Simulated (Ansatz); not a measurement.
The system is Hf2Pd2Se2Br2O3.

```
Hf Pd Se Br O
1.0
     3.72613    0.00000    0.00000
    -1.86306    3.22692    0.00000
     0.00000    0.00000   17.00867
Hf Pd Se Br O
2 2 2 2 3
Direct
  0.66667 0.33333 0.93385
  0.33333 0.66667 0.06615
  0.00000 0.00000 0.30298
  0.00000 0.00000 0.69702
  0.33333 0.66667 0.22649
  0.66667 0.33333 0.77351
  0.66667 0.33333 0.39862
  0.33333 0.66667 0.60138
  0.33333 0.66667 0.92689
  0.66667 0.33333 0.07311
  0.00000 0.00000 0.00000
```

The cell was built by a generator and needn't be a form met in nature.

Base run:

```yaml
Program: Ansatz 0.2.0
Functional: BLYP
Potentials_or_basis: Ansatz PAW
Cutoff: "420 eV (not typed: the program's choice for these potentials)"
k_mesh: 8 × 8 × 2
Occupations: fermi-dirac, width 0.05 eV
Spin: no spin polarisation
```

Its results: band gap on the k mesh none (metal or under the smearing width); pressure 5.2 GPa; largest force 0.414 eV/Å.

Q: The run is repeated on the same cell with these changes: functional from BLYP to HSE03; k mesh from 8 × 8 × 2 to 4 × 4 × 1. What comes out?

A: Band gap on the k mesh none (metal or under the smearing width); pressure -3.3 GPa; largest force 0.469 eV/Å.

Several settings changed at once, so the effect can't be laid on one alone.

Caveats: some runs use coarse meshes; the PAW data sets come from PBE, with cores solved anew for the run's functional, which leaves a small shift of forces and pressure; spin-orbit coupling is left out, which moves the levels of the heavy elements (some runs); this functional lacks dispersion, which binds the layers, so the pressure and a relaxed spacing across them are unreliable (some runs); the thresholds are loose for stress (some runs).
